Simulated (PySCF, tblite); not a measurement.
# C6H16N2: deprotonation

Wanted: deprotonation for C6H16N2 (`CN(C)CCN(C)C`).

Computed with tblite 0.8.0 and PySCF 2.14.0 and routines of our own; the level stands in each step. Atoms count from 0.

## (1) The system as given

24 atoms, charge 0, multiplicity 1; geometry from: start built from the parent or by distance geometry.

## (2) Optimising the geometry with GFN2-xTB

The job: settings as JSON, then the geometry in Å.

```
{"job": {"kind": "relax", "xc": "GFN2-xTB", "basis": "xTB"}, "charge": 0, "multiplicity": 1}
C      1.527800     0.942200    -1.177800
N      1.831300    -0.248200    -0.432400
C      3.094200    -0.050000     0.351600
C      0.746300    -0.627200     0.488400
C     -0.599900    -1.018200    -0.161400
N     -1.499200     0.120900    -0.501300
C     -2.556100    -0.315500    -1.402500
C     -2.059400     0.725600     0.716500
H      1.238300     1.778900    -0.525600
H      0.692300     0.754200    -1.877100
H      2.360100     1.260100    -1.788300
H      3.351300    -0.958000     0.890900
H      2.971200     0.778800     1.087600
H      3.915900     0.185700    -0.335900
H      0.594900     0.137400     1.283300
H      1.068200    -1.545400     1.060200
H     -1.128200    -1.717800     0.478400
H     -0.361000    -1.580000    -1.094100
H     -3.204800     0.525400    -1.659100
H     -3.169800    -1.099500    -0.931200
H     -2.144800    -0.697100    -2.321300
H     -1.304500     1.155300     1.355900
H     -2.633100     0.003700     1.318300
H     -2.754300     1.528300     0.440000
```

Started as:

```console
$ OMP_NUM_THREADS=1 python redox_run.py task.json out
```

This one command runs all jobs of the session in turn.

Standard output:

```text
step      E/eV     max force
  0    -730.14955    1.345
  1    -730.24393    0.373
  2    -730.26547    0.302
  3    -730.29393    0.453
  4    -730.31122    0.370
  5    -730.32340    0.206
  6    -730.32877    0.137
  7    -730.33167    0.125
  8    -730.33360    0.117
  9    -730.33545    0.091
 10    -730.33737    0.107
 11    -730.33974    0.157
 12    -730.34268    0.187
 13    -730.34582    0.159
 14    -730.34836    0.102
 15    -730.35010    0.095
 16    -730.35146    0.104
 17    -730.35270    0.108
 18    -730.35373    0.072
 19    -730.35454    0.075
 20    -730.35528    0.076
 21    -730.35616    0.090
 22    -730.35726    0.100
 23    -730.35847    0.076
 24    -730.35962    0.075
 25    -730.36068    0.072
 26    -730.36175    0.088
 27    -730.36272    0.077
 28    -730.36350    0.065
 29    -730.36416    0.058
 30    -730.36481    0.083
 31    -730.36548    0.076
 32    -730.36612    0.065
 33    -730.36675    0.059
 34    -730.36758    0.093
 35    -730.36880    0.145
 36    -730.37028    0.147
 37    -730.37167    0.082
 38    -730.37275    0.060
 39    -730.37366    0.069
 40    -730.37454    0.088
 41    -730.37523    0.054
 42    -730.37565    0.039
 43    -730.37597    0.050
 44    -730.37630    0.097
 45    -730.37679    0.099
 46    -730.37748    0.061
 47    -730.37830    0.047
 48    -730.37890    0.058
 49    -730.37945    0.058
 50    -730.37978    0.033
 51    -730.38005    0.029
 52    -730.38031    0.038
 53    -730.38060    0.047
 54    -730.38083    0.036
 55    -730.38101    0.036
 56    -730.38120    0.034
 57    -730.38143    0.053
 58    -730.38170    0.057
 59    -730.38204    0.041
 60    -730.38244    0.047
 61    -730.38285    0.037
 62    -730.38323    0.050
 63    -730.38356    0.047
 64    -730.38391    0.052
 65    -730.38437    0.053
 66    -730.38496    0.055
 67    -730.38554    0.064
 68    -730.38605    0.075
 69    -730.38654    0.077
 70    -730.38707    0.065
 71    -730.38754    0.045
 72    -730.38782    0.027
 73    -730.38793    0.017
 74    -730.38800    0.015
 75    -730.38805    0.016
 76    -730.38809    0.012
 77    -730.38812    0.009
```

Run time: 1.6 s. Hardware: 1 thread of Arm Neoverse V1, shared host.

Step by step: (not every step is listed)

```csv
step,energy from step 0 (eV),largest force (eV/Å)
0,0.0000,1.3450
1,-0.0944,0.3732
2,-0.1159,0.3016
3,-0.1444,0.4535
4,-0.1617,0.3704
5,-0.1739,0.2061
6,-0.1792,0.1369
7,-0.1821,0.1245
8,-0.1841,0.1170
14,-0.1988,0.1020
20,-0.2057,0.0757
26,-0.2122,0.0884
32,-0.2166,0.0649
38,-0.2232,0.0599
44,-0.2268,0.0970
50,-0.2302,0.0331
56,-0.2317,0.0337
62,-0.2337,0.0499
68,-0.2365,0.0748
72,-0.2383,0.0272
73,-0.2384,0.0174
74,-0.2385,0.0153
75,-0.2385,0.0157
76,-0.2385,0.0124
77,-0.2386,0.0095
```

Close pairs (by a distance rule), those that changed most:

```csv
bond,before (Å),after (Å),change (Å)
N1–C2,1.500,1.448,-0.052
C3–H15,1.129,1.094,-0.035
C4–N5,1.491,1.456,-0.035
N5–C7,1.471,1.447,-0.023
C4–H17,1.115,1.092,-0.023
N1–C3,1.473,1.453,-0.020
C0–H9,1.106,1.086,-0.019
C4–H16,1.085,1.105,+0.019
```

The next job starts from the end point, and lists it.

## (3) Infrared spectrum with GFN2-xTB

The job: settings as JSON, then the geometry in Å.

```
{"job": {"kind": "ir", "xc": "GFN2-xTB", "basis": "xTB"}, "charge": 0, "multiplicity": 1}
C      1.397770     1.051074    -1.047633
N      1.724710    -0.199040    -0.391125
C      3.057166    -0.150046     0.172713
C      0.737042    -0.557589     0.612548
C     -0.581425    -1.016973    -0.018898
N     -1.442458     0.075261    -0.448585
C     -2.379159    -0.350244    -1.467437
C     -2.142021     0.689577     0.659462
H      1.482741     1.913777    -0.367211
H      0.376646     0.999503    -1.414302
H      2.079035     1.200656    -1.884646
H      3.317481    -1.128149     0.576482
H      3.154276     0.598673     0.976572
H      3.766138     0.099141    -0.615710
H      0.559243     0.271170     1.318695
H      1.140460    -1.399528     1.182038
H     -1.107868    -1.672278     0.697861
H     -0.323196    -1.613135    -0.896240
H     -2.950239     0.514134    -1.804752
H     -3.085887    -1.114311    -1.106002
H     -1.830769    -0.755658    -2.316258
H     -1.427471     1.028892     1.405803
H     -2.851992    -0.000726     1.144522
H     -2.693694     1.555348     0.295441
```

Standard output:

```text
mode    cm-1     km/mol
  1      43.4      0.57
  2      65.3      0.32
  3     104.2      0.81
  4     204.3      0.61
  5     219.7      0.16
  6     221.3      1.58
  7     224.0      0.15
  8     265.5      1.24
  9     284.8      1.30
 10     351.7      3.62
 11     379.2      8.08
 12     400.7      4.03
 13     431.6      2.05
 14     441.8      2.33
 15     541.1      7.86
 16     821.1     10.26
 17     838.1     12.21
 18     963.8     22.23
 19     978.9      6.41
 20    1032.3      3.05
 21    1042.3      0.45
 22    1046.3     16.64
 23    1060.1     29.52
 24    1078.8      6.71
 25    1081.1      3.48
 26    1105.2      9.86
 27    1131.8      7.45
 28    1149.8     11.35
 29    1191.9      8.17
 30    1205.1      9.25
 31    1266.7      5.65
 32    1270.0      5.23
 33    1281.0     13.30
 34    1306.4     18.73
 35    1352.7     19.76
 36    1366.3      2.39
 37    1408.3      4.46
 38    1413.1      3.54
 39    1421.7      0.03
 40    1425.0      0.30
 41    1460.8      1.17
 42    1466.4      0.84
 43    1480.8      4.81
 44    1486.5      1.97
 45    1490.4      4.65
 46    1493.2      1.22
 47    1495.6      5.35
 48    1497.7      6.95
 49    1498.0      3.15
 50    1501.5      6.73
 51    2803.5     62.43
 52    2815.8     42.12
 53    2829.5     57.49
 54    2832.9     56.87
 55    2845.6    131.27
 56    2847.2    225.58
 57    2958.4     48.52
 58    2985.7     27.07
 59    3003.7     19.69
 60    3007.4     57.79
 61    3008.0      7.56
 62    3013.4     81.77
 63    3014.2     56.80
 64    3017.7     44.83
 65    3032.0     39.84
 66    3055.2      4.12
ZPE 570.363  H(298)-E 600.788  G(298)-E 479.365 kJ/mol  S 407.26 J/(mol K)
```

It took 1 s on 1 thread of Arm Neoverse V1, shared host.

Which atoms move in the most intense modes:

```csv
cm⁻¹,km/mol,atoms
2804,62.4,H16 91 %
2830,57.5,"H12 72 %, H8 15 %"
2833,56.9,"H22 77 %, H19 15 %"
2846,131.3,"H8 69 %, H12 11 %"
2847,225.6,"H19 70 %, H22 13 %"
3007,57.8,"H10 50 %, H11 42 %"
3013,81.8,"H23 36 %, H13 35 %, H18 16 %"
3014,56.8,"H13 51 %, H23 24 %, H18 11 %"
```

## (4) Optimising the geometry at PBE0-D3(BJ)/ma-def2-SVP

The job, as its differences from that of step 3:

```diff
@@ -1,2 +1,2 @@
-{"job": {"kind": "ir", "xc": "GFN2-xTB", "basis": "xTB"}, "charge": 0, "multiplicity": 1}
+{"job": {"xc": "PBE0", "basis": "ma-def2-SVP", "d3": "d3bj", "grid": 1, "kind": "geom"}, "charge": 0, "multiplicity": 1}
 C      1.397770     1.051074    -1.047633
```

Standard output:

```text
step   0  E = -347.09694922  max force = 0.016100
step   1  E = -347.09963679  max force = 0.002693
step   2  E = -347.09975037  max force = 0.000529
step   3  E = -347.09981313  max force = 0.001100
step   4  E = -347.09983148  max force = 0.001152
step   5  E = -347.09986579  max force = 0.000491
step   6  E = -347.09988406  max force = 0.000166
step   7  E = -347.09988303  max force = 0.000128
optimisation converged
```

Run time: 3.3 min. Hardware: 1 thread of Arm Neoverse V1, shared host; peak memory 0.92 GiB.

Step by step:

```csv
step,energy from step 0 (eV),largest force component (eV/Å)
0,0.0000,0.8279
1,-0.0731,0.1385
2,-0.0762,0.0272
3,-0.0779,0.0566
4,-0.0784,0.0592
5,-0.0794,0.0252
6,-0.0799,0.0085
7,-0.0798,0.0066
```

Close pairs (by a distance rule), those that changed most:

```csv
bond,before (Å),after (Å),change (Å)
C0–H8,1.102,1.116,+0.014
C6–H19,1.102,1.115,+0.013
C4–H16,1.105,1.117,+0.013
C3–H14,1.103,1.116,+0.013
C2–H12,1.103,1.115,+0.013
C7–H22,1.103,1.115,+0.012
C2–H13,1.089,1.101,+0.012
C6–H20,1.089,1.101,+0.012
```

The end geometry stands in the next job.

```csv
at the end point,value
point group (found at 0.08 Å tolerance),C1
"rotational constants (GHz, main isotopes)","3.903, 1.047, 1.006"
dipole moment (D),0.75
```

## (5) Single point (C₆H₁₆N₂): M06-2X/ma-def2-SVP

Geometry: PBE0-D3(BJ)/ma-def2-SVP.

The job: settings as JSON, then the geometry in Å.

```
{"job": {"kind": "sp", "xc": "M06-2X", "basis": "ma-def2-SVP", "grid": 3}, "charge": 0, "multiplicity": 1}
C      1.400119     1.251690    -0.817950
N      1.704208    -0.075438    -0.333185
C      3.036470    -0.147150     0.212037
C      0.713033    -0.608077     0.576397
C     -0.584381    -1.068763    -0.075819
N     -1.453185    -0.031943    -0.595750
C     -2.456252    -0.566831    -1.480666
C     -2.028065     0.803464     0.427800
H      1.440745     2.017405    -0.007474
H      0.394341     1.268117    -1.256968
H      2.129536     1.543437    -1.589331
H      3.287821    -1.184467     0.481892
H      3.172072     0.485706     1.120431
H      3.767753     0.190633    -0.538414
H      0.503677     0.097461     1.415214
H      1.146421    -1.503351     1.050113
H     -1.131041    -1.699246     0.667412
H     -0.310645    -1.730200    -0.912861
H     -3.048187     0.250382    -1.920857
H     -3.164074    -1.259618    -0.968522
H     -1.979773    -1.119796    -2.304348
H     -1.244207     1.294559     1.021609
H     -2.681279     0.235097     1.130359
H     -2.637124     1.595652    -0.033543
```

Standard output:

```text
coarse grid: 80872 points
cycle   1  E = -347.2850255583  dE =  1.017e+00  |g| = 2.829e-01  |ddm| = 5.182e+00
cycle   2  E = -347.3051347734  dE = -2.011e-02  |g| = 1.491e-01  |ddm| = 1.080e+00
cycle   3  E = -347.3093707533  dE = -4.236e-03  |g| = 7.910e-02  |ddm| = 6.336e-01
cycle   4  E = -347.3107287293  dE = -1.358e-03  |g| = 1.499e-02  |ddm| = 1.151e-01
cycle   5  E = -347.3107787370  dE = -5.001e-05  |g| = 3.386e-03  |ddm| = 3.339e-02
cycle   6  E = -347.3107816121  dE = -2.875e-06  |g| = 8.764e-04  |ddm| = 5.495e-03
final grid: 269440 points
cycle   7  E = -347.3103543769  dE = -7.368e-06  |g| = 1.392e-03  |ddm| = 2.616e-02
cycle   8  E = -347.3103545813  dE = -2.044e-07  |g| = 1.227e-03  |ddm| = 5.361e-03
cycle   9  E = -347.3103549586  dE = -3.773e-07  |g| = 1.551e-04  |ddm| = 1.933e-03
cycle  10  E = -347.3103549630  dE = -4.433e-09  |g| = 9.058e-05  |ddm| = 4.591e-04
converged SCF energy = -347.3103549630
```

Wall time 36 s (1 thread of Arm Neoverse V1, shared host); peak memory 0.74 GiB.

## (6) Optimising the geometry with GFN2-xTB

This step treats C6H15N2−, `CN(C)[CH-]CN(C)C`.

The job: settings as JSON, then the geometry in Å.

```
{"job": {"kind": "relax", "xc": "GFN2-xTB", "basis": "xTB"}, "charge": -1, "multiplicity": 1}
C      1.416400     1.245600    -0.823200
N      1.693500    -0.066800    -0.356200
C      3.053900    -0.154800     0.215200
C      0.710500    -0.593500     0.555800
C     -0.587600    -1.072600    -0.064500
N     -1.464200    -0.033700    -0.604500
C     -2.455800    -0.561000    -1.491700
C     -2.016600     0.812500     0.432800
H      1.449800     2.010600    -0.008700
H      0.385000     1.265400    -1.251700
H      2.122600     1.539500    -1.596200
H      3.279400    -1.191200     0.481800
H      3.160900     0.488100     1.137000
H      3.775200     0.188700    -0.547300
H      1.138900    -1.486400     1.050600
H     -1.137400    -1.697300     0.688400
H     -0.309400    -1.724000    -0.909900
H     -3.051700     0.239000    -1.924400
H     -3.166200    -1.253800    -0.960100
H     -1.970500    -1.116900    -2.295500
H     -1.251800     1.307100     1.026700
H     -2.684300     0.240000     1.129600
H     -2.625800     1.610900    -0.011700
```

Standard output:

```text
step      E/eV     max force
  0    -718.35481    4.415
  1    -718.70049    1.761
  2    -718.78425    0.763
  3    -718.82085    0.554
  4    -718.83329    0.353
  5    -718.84391    0.224
  6    -718.84883    0.208
  7    -718.85534    0.269
  8    -718.86090    0.261
  9    -718.86671    0.229
 10    -718.87175    0.196
 11    -718.87680    0.213
 12    -718.88266    0.271
 13    -718.88973    0.274
 14    -718.89731    0.262
 15    -718.90420    0.239
 16    -718.90916    0.178
 17    -718.91239    0.153
 18    -718.91483    0.140
 19    -718.91690    0.108
 20    -718.91892    0.100
 21    -718.92126    0.132
 22    -718.92421    0.210
 23    -718.92795    0.235
 24    -718.93214    0.170
 25    -718.93574    0.104
 26    -718.93811    0.100
 27    -718.93971    0.132
 28    -718.94106    0.112
 29    -718.94228    0.069
 30    -718.94337    0.068
 31    -718.94428    0.070
 32    -718.94507    0.067
 33    -718.94584    0.065
 34    -718.94666    0.064
 35    -718.94745    0.054
 36    -718.94818    0.056
 37    -718.94888    0.059
 38    -718.94959    0.071
 39    -718.95026    0.074
 40    -718.95083    0.061
 41    -718.95133    0.043
 42    -718.95185    0.048
 43    -718.95239    0.050
 44    -718.95286    0.053
 45    -718.95323    0.043
 46    -718.95354    0.053
 47    -718.95382    0.041
 48    -718.95406    0.030
 49    -718.95422    0.026
 50    -718.95436    0.030
 51    -718.95453    0.032
 52    -718.95476    0.042
 53    -718.95505    0.046
 54    -718.95536    0.037
 55    -718.95563    0.040
 56    -718.95585    0.041
 57    -718.95608    0.038
 58    -718.95634    0.032
 59    -718.95660    0.043
 60    -718.95682    0.036
 61    -718.95700    0.027
 62    -718.95715    0.027
 63    -718.95731    0.024
 64    -718.95749    0.035
 65    -718.95771    0.038
 66    -718.95798    0.032
 67    -718.95826    0.035
 68    -718.95851    0.030
 69    -718.95867    0.027
 70    -718.95879    0.021
 71    -718.95888    0.020
 72    -718.95896    0.017
 73    -718.95900    0.015
 74    -718.95904    0.015
 75    -718.95908    0.015
 76    -718.95912    0.019
 77    -718.95917    0.016
 78    -718.95922    0.014
 79    -718.95927    0.016
 80    -718.95934    0.021
 81    -718.95947    0.033
 82    -718.95963    0.037
 83    -718.95977    0.025
 84    -718.95986    0.019
 85    -718.95991    0.017
 86    -718.95996    0.014
 87    -718.96001    0.014
 88    -718.96006    0.013
 89    -718.96011    0.017
 90    -718.96018    0.020
 91    -718.96027    0.025
 92    -718.96037    0.022
 93    -718.96044    0.019
 94    -718.96050    0.016
 95    -718.96056    0.021
 96    -718.96062    0.021
 97    -718.96065    0.012
 98    -718.96067    0.010
```

Run time: 0.72 s. Hardware: 1 thread of Arm Neoverse V1, shared host.

Relaxation path: (not every step is listed)

```csv
step,energy from step 0 (eV),largest force (eV/Å)
0,0.0000,4.4152
1,-0.3457,1.7613
2,-0.4294,0.7627
3,-0.4660,0.5543
4,-0.4785,0.3527
5,-0.4891,0.2239
6,-0.4940,0.2083
7,-0.5005,0.2691
8,-0.5061,0.2611
16,-0.5543,0.1782
24,-0.5773,0.1704
32,-0.5903,0.0672
40,-0.5960,0.0607
48,-0.5992,0.0298
56,-0.6010,0.0412
64,-0.6027,0.0351
72,-0.6042,0.0166
80,-0.6045,0.0209
88,-0.6052,0.0134
93,-0.6056,0.0193
94,-0.6057,0.0155
95,-0.6057,0.0207
96,-0.6058,0.0207
97,-0.6058,0.0120
98,-0.6059,0.0097
```

Close pairs (by a distance rule), those that changed most:

```csv
bond,before (Å),after (Å),change (Å)
N1–C3,1.441,1.536,+0.096
N1–C2,1.478,1.432,-0.047
C0–H9,1.117,1.088,-0.030
C7–H20,1.087,1.111,+0.024
C0–N1,1.420,1.440,+0.020
C4–N5,1.463,1.481,+0.018
C7–H21,1.122,1.107,-0.015
C3–H14,1.107,1.122,+0.015
```

The next job starts from the end point, and lists it.

(Part 1 of 3 ends here.)
